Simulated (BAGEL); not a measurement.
**A workflow on Si2H2OF2 (SMILES F[Si]1(F)O[SiH2]1)**

We compute the energy (HF/def2-SVP), then the energy (NEVPT2(2,2)/def2-SVP), then a single-point energy (CASPT2(2,2)/def2-SVP) of Si2H2OF2. 

The calculation is run with BAGEL 1.2.2.

## Step 1: Starting point

Si2H2OF2 has 7 atoms, charge 0, and is taken as a singlet. As SMILES, `F[Si]1(F)O[SiH2]1`. The F1–Si2 distance was set to 2.131 Å, away from the relaxed value.

Bond lengths: Si2–F3 1.578 Å, Si2–O4 1.648 Å, Si2–Si5 2.174 Å, O4–Si5 1.718 Å, Si5–H6 1.482 Å, Si5–H7 1.482 Å. Angles: F3–Si2–O4 114.7°, F3–Si2–Si5 127.3°, O4–Si2–Si5 51.2°, Si2–O4–Si5 80.4°, Si2–Si5–O4 48.4°, Si2–Si5–H6 124.7°, Si2–Si5–H7 124.7°, O4–Si5–H6 114.3°, O4–Si5–H7 114.3°, H6–Si5–H7 110.4°. A long bond or contact: F1–Si2 2.131 Å.

## Step 2: The energy at HF/def2-SVP (density fitting with svp-jkfit) (run 1)

calc.json reads:

```json
{ "bagel" : [

{
  "title" : "molecule",
  "basis" : "svp",
  "df_basis" : "svp-jkfit",
  "angstrom" : true,
  "geometry" : [
    { "atom" : "F", "xyz" : [       0.559401,      -1.817229,       2.188581 ] },
    { "atom" : "Si", "xyz" : [       0.037900,      -1.026000,       0.280100 ] },
    { "atom" : "F", "xyz" : [      -0.194200,      -2.288000,      -0.639100 ] },
    { "atom" : "O", "xyz" : [       1.103500,       0.077900,      -0.322100 ] },
    { "atom" : "Si", "xyz" : [      -0.304800,       1.058600,      -0.232800 ] },
    { "atom" : "H", "xyz" : [      -0.202300,       2.188800,       0.720000 ] },
    { "atom" : "H", "xyz" : [      -0.802800,       1.532800,      -1.545500 ] }
  ]
},

{ "title" : "hf" },

{ "title" : "print", "file" : "orbitals.molden", "orbitals" : true }

]}
```

Started as:

```bash
$ BAGEL_NUM_THREADS=1 BAGEL calc.json > calc.out
```

What it wrote:

```text
* using 1 threads per process

  ===============================================================
  ===============================================================

  *** Geometry ***

  { "atom" : "F", "xyz" : [      1.057115,     -3.434065,      4.135819 ] },
  { "atom" : "Si", "xyz" : [      0.071621,     -1.938859,      0.529312 ] },
  { "atom" : "F", "xyz" : [     -0.366985,     -4.323693,     -1.207724 ] },
  { "atom" : "O", "xyz" : [      2.085313,      0.147210,     -0.608681 ] },
  { "atom" : "Si", "xyz" : [     -0.575989,      2.000464,     -0.439928 ] },
  { "atom" : "H", "xyz" : [     -0.382292,      4.136233,      1.360603 ] },
  { "atom" : "H", "xyz" : [     -1.517072,      2.896572,     -2.920572 ] },

  Number of auxiliary basis functions:      523

  Since a DF basis is specified, we compute 2- and 3-index integrals:
    o Being stored without compression. Storage requirement is 0.032 GB

  Number of basis functions:       88
  Number of electrons      :       56

    * METHOD: MOLECULE                             0.22

  *** RHF ***

  === Nuclear Repulsion ===
   291.3098101190

      * DIIS with orbital gradients will be used.

  === RHF iteration (svp) ===
      0       -851.95434785          0.02560181           0.08
      1       -852.14552531          0.02107731           0.07
      2       -852.39768127          0.00170043           0.07
      3       -852.40101006          0.00085521           0.07
      4       -852.40169726          0.00023062           0.07
      5       -852.40181387          0.00007572           0.07
      6       -852.40182756          0.00002534           0.07
      7       -852.40182900          0.00000706           0.07
      8       -852.40182909          0.00000331           0.07
      9       -852.40182910          0.00000134           0.07
     10       -852.40182910          0.00000049           0.07
     11       -852.40182910          0.00000026           0.07
     12       -852.40182910          0.00000008           0.07
     13       -852.40182910          0.00000003           0.07
     14       -852.40182910          0.00000002           0.07
     15       -852.40182910          0.00000001           0.07
    * SCF iteration converged.

    * Permanent dipole moment:
           (    1.103176,    -1.539946,     1.056464) a.u.

    * METHOD: HF                                   1.32

    * METHOD: PRINT                                0.01

  ===============================================================
```

Run time: 1.7 s. Hardware: 1 thread of Arm Neoverse V2, shared host; peak memory 0.14 GiB.

## Step 3: A single-point energy at NEVPT2(2,2)/def2-SVP (density fitting with svp-jkfit) (run 2)

input.json reads:

```json
{ "bagel" : [

{
  "title" : "molecule",
  "basis" : "svp",
  "df_basis" : "svp-jkfit",
  "angstrom" : "true",
  "geometry" : [
    { "atom" : "F", "xyz" : [       0.559401,      -1.817229,       2.188581 ] },
    { "atom" : "Si", "xyz" : [       0.037900,      -1.026000,       0.280100 ] },
    { "atom" : "F", "xyz" : [      -0.194200,      -2.288000,      -0.639100 ] },
    { "atom" : "O", "xyz" : [       1.103500,       0.077900,      -0.322100 ] },
    { "atom" : "Si", "xyz" : [      -0.304800,       1.058600,      -0.232800 ] },
    { "atom" : "H", "xyz" : [      -0.202300,       2.188800,       0.720000 ] },
    { "atom" : "H", "xyz" : [      -0.802800,       1.532800,      -1.545500 ] }
  ]
},

{ "title" : "hf" },

{ "title" : "casscf", "nstate" : 1, "nact" : 2, "nclosed" : 27, "active" : [15, 29], "maxiter" : 200, "natocc" : "true" },

{ "title" : "nevpt2", "nstate" : 1, "nact" : 2, "nclosed" : 27, "active" : [15, 29], "maxiter" : 200, "natocc" : "true", "ncore" : 13 },

{ "title" : "print", "file" : "orbitals.molden", "orbitals" : "true" }

]}
```

Started as:

```bash
$ BAGEL_NUM_THREADS=1 BAGEL input.json > input.out
```

What it wrote:

```text
* using 1 threads per process

  ===============================================================
  ===============================================================

  *** Geometry ***

  { "atom" : "F", "xyz" : [      1.057115,     -3.434065,      4.135819 ] },
  { "atom" : "Si", "xyz" : [      0.071621,     -1.938859,      0.529312 ] },
  { "atom" : "F", "xyz" : [     -0.366985,     -4.323693,     -1.207724 ] },
  { "atom" : "O", "xyz" : [      2.085313,      0.147210,     -0.608681 ] },
  { "atom" : "Si", "xyz" : [     -0.575989,      2.000464,     -0.439928 ] },
  { "atom" : "H", "xyz" : [     -0.382292,      4.136233,      1.360603 ] },
  { "atom" : "H", "xyz" : [     -1.517072,      2.896572,     -2.920572 ] },

  Number of auxiliary basis functions:      523

  Since a DF basis is specified, we compute 2- and 3-index integrals:
    o Being stored without compression. Storage requirement is 0.032 GB

  Number of basis functions:       88
  Number of electrons      :       56

    * METHOD: MOLECULE                             0.22

  *** RHF ***

  === Nuclear Repulsion ===
   291.3098101190

      * DIIS with orbital gradients will be used.

  === RHF iteration (svp) ===
      0       -851.95434785          0.02560181           0.08
      1       -852.14552531          0.02107731           0.07
      2       -852.39768127          0.00170043           0.07
      3       -852.40101006          0.00085521           0.07
      4       -852.40169726          0.00023062           0.07
      5       -852.40181387          0.00007572           0.07
      6       -852.40182756          0.00002534           0.07
      7       -852.40182900          0.00000706           0.07
      8       -852.40182909          0.00000331           0.07
      9       -852.40182910          0.00000134           0.07
     10       -852.40182910          0.00000049           0.07
     11       -852.40182910          0.00000026           0.07
     12       -852.40182910          0.00000008           0.07
     13       -852.40182910          0.00000003           0.07
     14       -852.40182910          0.00000002           0.07
     15       -852.40182910          0.00000001           0.07
    * SCF iteration converged.

    * Permanent dipole moment:
           (    1.103176,    -1.539946,     1.056464) a.u.

    * METHOD: HF                                   1.34

  ---------------------------
      CASSCF calculation
  ---------------------------

    ==== Active orbitals : =====
         Orbital 15
         Orbital 29
    ============================

    * nstate   :      1
    * nclosed  :     27
    * nact     :      2
    * nvirt    :     59
  === CASSCF iteration (svp) ===

    * Using the second-order algorithm

      0  0      -852.40190812     2.54e-05      0.02

      1  0      -852.40321520     2.92e-04      0.30

      2  0      -852.41888529     9.66e-04      0.35

      3  0      -852.42751394     9.97e-04      0.51

      4  0      -852.43068587     1.16e-03      0.52

      5  0      -852.43160449     9.61e-04      0.53

      6  0      -852.43187276     6.20e-04      0.55

      7  0      -852.43196145     3.68e-04      0.55

      8  0      -852.43199081     2.12e-04      0.56

      9  0      -852.43200041     1.21e-04      0.58

     10  0      -852.43200353     6.92e-05      0.57

     11  0      -852.43200454     3.93e-05      0.58

     12  0      -852.43200487     2.23e-05      0.57

     13  0      -852.43200497     1.27e-05      0.58

     14  0      -852.43200501     7.18e-06      0.56

     15  0      -852.43200502     4.07e-06      0.57

     16  0      -852.43200502     2.31e-06      0.57

     17  0      -852.43200502     1.31e-06      0.58

     18  0      -852.43200502     7.43e-07      0.54

     19  0      -852.43200502     4.21e-07      0.53

     20  0      -852.43200502     2.39e-07      0.50

     21  0      -852.43200502     1.35e-07      0.49

     22  0      -852.43200502     7.68e-08      0.46

     23  0      -852.43200502     4.35e-08      0.45

     24  0      -852.43200502     2.47e-08      0.39

     25  0      -852.43200502     1.40e-08      0.40

     26  0      -852.43200502     7.93e-09      0.35

    * Second-order optimization converged. *

     guess   0:   closed 1.                   open ..

  === FCI iteration ===

      0  0      -852.39893584     1.01e-01      0.00
      1  0      -852.43082948     1.48e-02      0.00
      2  0 *    -852.43200502     3.98e-16      0.00

     * ci vector, state   0, <S^2> = 0.0000
       2.     0.9866416522
       .2    -0.1629056479

    * METHOD: CASSCF                              13.34

    * freezing 13 orbitals

  === DF-NEVPT2 calculation ===

    * 3-index integral transformation done
    * assembly done

      NEVPT2 correlation energy:   -0.7140014678      0.18

          (+0)     -0.6011756215
          (+0)'    -0.0489461954
          (+1)     -0.0187069548
          (+1)'    -0.0000000000
          (+2)     -0.0007863710
          (-1)     -0.0399711658
          (-1)'     0.0000000000
          (-2)     -0.0044151593

      NEVPT2 total energy:       -853.1460064913

    * METHOD: NEVPT2                               0.31

    * METHOD: PRINT                                0.01

  ===============================================================
```

Wall time 16 s (1 thread of Arm Neoverse V2, shared host); peak memory 0.14 GiB.

## Step 4: The energy at CASPT2(2,2)/def2-SVP (density fitting with svp-jkfit) (run 3)

Edit input.json of step 3 so:

```diff
@@ -18,9 +18,33 @@
 
-{ "title" : "hf" },
+{
+  "title" : "hf"
+},
 
-{ "title" : "casscf", "nstate" : 1, "nact" : 2, "nclosed" : 27, "active" : [15, 29], "maxiter" : 200, "natocc" : "true" },
+{
+  "title" : "casscf",
+  "nstate" : 1,
+  "nact" : 2,
+  "nclosed" : 27,
+  "nspin" : 0,
+  "active" : [15, 29],
+  "maxiter" : 200,
+  "natocc" : "true"
+},
 
-{ "title" : "nevpt2", "nstate" : 1, "nact" : 2, "nclosed" : 27, "active" : [15, 29], "maxiter" : 200, "natocc" : "true", "ncore" : 13 },
+{
+  "title" : "print",
+  "file" : "orbitals.molden",
+  "orbitals" : "true"
+},
 
-{ "title" : "print", "file" : "orbitals.molden", "orbitals" : "true" }
+{
+  "title" : "smith",
+  "method" : "caspt2",
+  "ms" : "true",
+  "xms" : "true",
+  "sssr" : "true",
+  "shift" : 0.2,
+  "shift_imag" : "true",
+  "ncore" : 13
+}
```

Started as:

```bash
$ BAGEL_NUM_THREADS=1 BAGEL input.json > input.out
```

What it wrote:

```text
* using 1 threads per process

  ===============================================================
  ===============================================================

  *** Geometry ***

  { "atom" : "F", "xyz" : [      1.057115,     -3.434065,      4.135819 ] },
  { "atom" : "Si", "xyz" : [      0.071621,     -1.938859,      0.529312 ] },
  { "atom" : "F", "xyz" : [     -0.366985,     -4.323693,     -1.207724 ] },
  { "atom" : "O", "xyz" : [      2.085313,      0.147210,     -0.608681 ] },
  { "atom" : "Si", "xyz" : [     -0.575989,      2.000464,     -0.439928 ] },
  { "atom" : "H", "xyz" : [     -0.382292,      4.136233,      1.360603 ] },
  { "atom" : "H", "xyz" : [     -1.517072,      2.896572,     -2.920572 ] },

  Number of auxiliary basis functions:      523

  Since a DF basis is specified, we compute 2- and 3-index integrals:
    o Being stored without compression. Storage requirement is 0.032 GB

  Number of basis functions:       88
  Number of electrons      :       56

    * METHOD: MOLECULE                             0.22

  *** RHF ***

  === Nuclear Repulsion ===
   291.3098101190

      * DIIS with orbital gradients will be used.

  === RHF iteration (svp) ===
      0       -851.95434785          0.02560181           0.07
      1       -852.14552531          0.02107731           0.07
      2       -852.39768127          0.00170043           0.07
      3       -852.40101006          0.00085521           0.07
      4       -852.40169726          0.00023062           0.07
      5       -852.40181387          0.00007572           0.07
      6       -852.40182756          0.00002534           0.07
      7       -852.40182900          0.00000706           0.07
      8       -852.40182909          0.00000331           0.07
      9       -852.40182910          0.00000134           0.07
     10       -852.40182910          0.00000049           0.07
     11       -852.40182910          0.00000026           0.07
     12       -852.40182910          0.00000008           0.07
     13       -852.40182910          0.00000003           0.07
     14       -852.40182910          0.00000002           0.07
     15       -852.40182910          0.00000001           0.07
    * SCF iteration converged.

    * Permanent dipole moment:
           (    1.103176,    -1.539946,     1.056464) a.u.

    * METHOD: HF                                   1.31

  ---------------------------
      CASSCF calculation
  ---------------------------

    ==== Active orbitals : =====
         Orbital 15
         Orbital 29
    ============================

    * nstate   :      1
    * nclosed  :     27
    * nact     :      2
    * nvirt    :     59
  === CASSCF iteration (svp) ===

    * Using the second-order algorithm

      0  0      -852.40190812     2.54e-05      0.02

      1  0      -852.40321520     2.92e-04      0.29

      2  0      -852.41888529     9.66e-04      0.35

      3  0      -852.42751394     9.97e-04      0.51

      4  0      -852.43068587     1.16e-03      0.52

      5  0      -852.43160449     9.61e-04      0.53

      6  0      -852.43187276     6.20e-04      0.54

      7  0      -852.43196145     3.68e-04      0.55

      8  0      -852.43199081     2.12e-04      0.57

      9  0      -852.43200041     1.21e-04      0.57

     10  0      -852.43200353     6.92e-05      0.56

     11  0      -852.43200454     3.93e-05      0.57

     12  0      -852.43200487     2.23e-05      0.57

     13  0      -852.43200497     1.27e-05      0.57

     14  0      -852.43200501     7.18e-06      0.56

     15  0      -852.43200502     4.07e-06      0.57

     16  0      -852.43200502     2.31e-06      0.56

     17  0      -852.43200502     1.31e-06      0.57

     18  0      -852.43200502     7.43e-07      0.54

     19  0      -852.43200502     4.21e-07      0.53

     20  0      -852.43200502     2.39e-07      0.50

     21  0      -852.43200502     1.35e-07      0.49

     22  0      -852.43200502     7.68e-08      0.46

     23  0      -852.43200502     4.35e-08      0.44

     24  0      -852.43200502     2.47e-08      0.39

     25  0      -852.43200502     1.40e-08      0.40

     26  0      -852.43200502     7.93e-09      0.35

    * Second-order optimization converged. *

     guess   0:   closed 1.                   open ..

  === FCI iteration ===

      0  0      -852.39893584     1.01e-01      0.00
      1  0      -852.43082948     1.48e-02      0.00
      2  0 *    -852.43200502     3.98e-16      0.00

     * ci vector, state   0, <S^2> = 0.0000
       2.     0.9866416522
       .2    -0.1629056479

    * METHOD: CASSCF                              13.26

    * METHOD: PRINT                                0.01

  === SMITH program ===

    * freezing 13 orbitals

    * Approximate memory requirement for SMITH calulation per MPI process:
      o Storage requirement for T-amplitude, lambda, and residual is 0.03 GB
      o Storage requirement for MO integrals is 0.01 GB
    * Calculating and saving rdm4f

    * Zeroth order energy : state  0       -1.1205520257

    * CASPT2 iteration is performed using orthogonal basis

      -------------------------------------------  CASPT2 iteration  ---------------------------------------------------
       #      aibj      arbs      arbi      airj      risj      airs      arst      rist         Etot      error   time
      ------------------------------------------------------------------------------------------------------------------

       0  -0.60088  -0.00502  -0.03833  -0.02078  -0.00106  -0.04300  -0.00000  -0.00000   -0.7090646  0.0025735   0.08
       1  -0.60168  -0.00507  -0.03862  -0.02153  -0.00120  -0.04423  -0.00000  -0.00000   -0.7123229  0.0005370   0.07
       2  -0.60174  -0.00507  -0.03852  -0.02162  -0.00122  -0.04436  -0.00000  -0.00000   -0.7125368  0.0001455   0.08
       3  -0.60175  -0.00508  -0.03852  -0.02160  -0.00123  -0.04437   0.00000   0.00000   -0.7125484  0.0000445   0.08
       4  -0.60175  -0.00508  -0.03853  -0.02160  -0.00123  -0.04437   0.00000   0.00000   -0.7125499  0.0000124   0.08
       5  -0.60175  -0.00508  -0.03853  -0.02160  -0.00123  -0.04436   0.00000   0.00000   -0.7125499  0.0000036   0.08
       6  -0.60175  -0.00508  -0.03853  -0.02160  -0.00123  -0.04436  -0.00000   0.00000   -0.7125499  0.0000010   0.09
       7  -0.60175  -0.00508  -0.03853  -0.02160  -0.00123  -0.04436  -0.00000  -0.00000   -0.7125499  0.0000003   0.09

      ------------------------------------------------------------------------------------------------------------------

    * CASPT2 energy : state  0     -853.1474124345
        w/o shift correction       -853.1445549712
        reference weight              0.8335427916

    * METHOD: SMITH                                0.89

  ===============================================================
```

It took 16 s on 1 thread of Arm Neoverse V2, shared host; peak memory 0.26 GiB.

## Step 5: Summary of results

| quantity | value |
| --- | --- |
| run 1, HF/def2-SVP: total energy | -852.40183 Eh |
| run 1, HF/def2-SVP: dipole moment | 5.51 D |
| run 1, HF/def2-SVP: HOMO energy | -11.32 eV |
| run 1, HF/def2-SVP: LUMO energy | 0.75 eV |
| run 1, HF/def2-SVP: HOMO–LUMO gap | 12.07 eV |
| run 2, NEVPT2(2,2)/def2-SVP: total energy | -853.14601 Eh |
| run 3, CASPT2(2,2)/def2-SVP: total energy | -853.14741 Eh |
